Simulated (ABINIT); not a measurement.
Wanted: the native input for an ABINIT 10.8.3 (patched build) run.

```
Task                : band structure
Functional          : r2SCAN
Potentials or basis : JTH PAW PBE v2.0
Cutoff              : 626 eV
k mesh              : 8 × 8 × 8
Occupations         : fermi-dirac, width 0.05 eV
Spin                : no spin polarisation
Fine-grid cutoff    : 1224.51 eV
```

Crystal: TaWC2.

```
CELL_PARAMETERS angstrom
1.57186 0.90751 5.10162
-1.57186 0.90751 5.10162
0.00000 -1.81502 5.10162
ATOMIC_POSITIONS crystal
W 0.00000 0.00000 0.00000
Ta 0.50000 0.50000 0.50000
C 0.25093 0.25093 0.25093
C 0.74907 0.74907 0.74907
```

The cell comes from a database or a generator and needn't be the stable form of this composition.

These files were run (other wordings do the same):

run.abi

```
# Datasets: ground state, then fixed potential
ndtset 2

# Pseudopotentials
pp_dirpath "./"
pseudos "W.GGA_PBE-JTH.xml, Ta.GGA_PBE-JTH.xml, C.GGA_PBE-JTH.xml"

# Structure
acell 10.2326232129 10.2326232129 10.232623213
rprim
     0.2902848734     0.1675960498     0.9421498057
    -0.2902848734     0.1675960498     0.9421498057
     0.0000000000    -0.3351920996     0.9421498057
ntypat 3
znucl 74 73 6
natom 4
typat 1 2 3 3
xred
     0.0000000000     0.0000000000     0.0000000000
     0.5000000000     0.5000000000     0.5000000000
     0.2509330000     0.2509330000     0.2509330000
     0.7490670000     0.7490670000     0.7490670000

# Plane-wave basis
ecut 23.0
pawecutdg 45.0

# Exchange and correlation
ixc -497498
usekden 1
pawxcdev 0

# Bands and occupations
occopt 3
tsmear 0.05 eV

# SCF cycle
nstep 100

# Output
iomode 3
prtwf 0
prteig 0
prtebands 0
enunit 1
prtden1 1
prtkden1 1

# Dataset 1
kptopt1 1
ngkpt1 8 8 8
nshiftk1 1
shiftk1 0.0 0.0 0.0
nband1 22
tolvrs1 1.0e-7

# Dataset 2: bands along G-L-B1
iscf2 -2
getden2 1
getkden2 1
nband2 28
nbdbuf2 4
tolwfr2 1.0e-11
kptopt2 -2
ndivsm2 8
prteig2 1
prtvol2 -3
kptbounds2
     0.0000000000     0.0000000000     0.0000000000
     0.5000000000     0.0000000000     0.0000000000
     0.5000000000     0.1877624847    -0.1877624847
```

Potentials or basis: JTH PAW PBE v2.0.

Command:

```bash
$ abinit run.abi > log 2>&1
```

It gave:

| Property | Result |
| --- | --- |
| Pressure | -4.2 GPa |
| Largest force | 0.035 eV/Å |
| Band gap on the k mesh | none (metal or under the smearing width) |
| Valence electrons inside the program's atomic spheres | W 11.74; Ta 10.68; C 2.48 |

Caveat: the PAW data sets were made with another functional, which shifts forces and pressure a little; spin-orbit coupling is left out, which moves the levels of the heavy elements.

Run time: 16 min on 1 thread of Arm Neoverse V1, with other jobs on the host, peak memory 0.34 GiB.
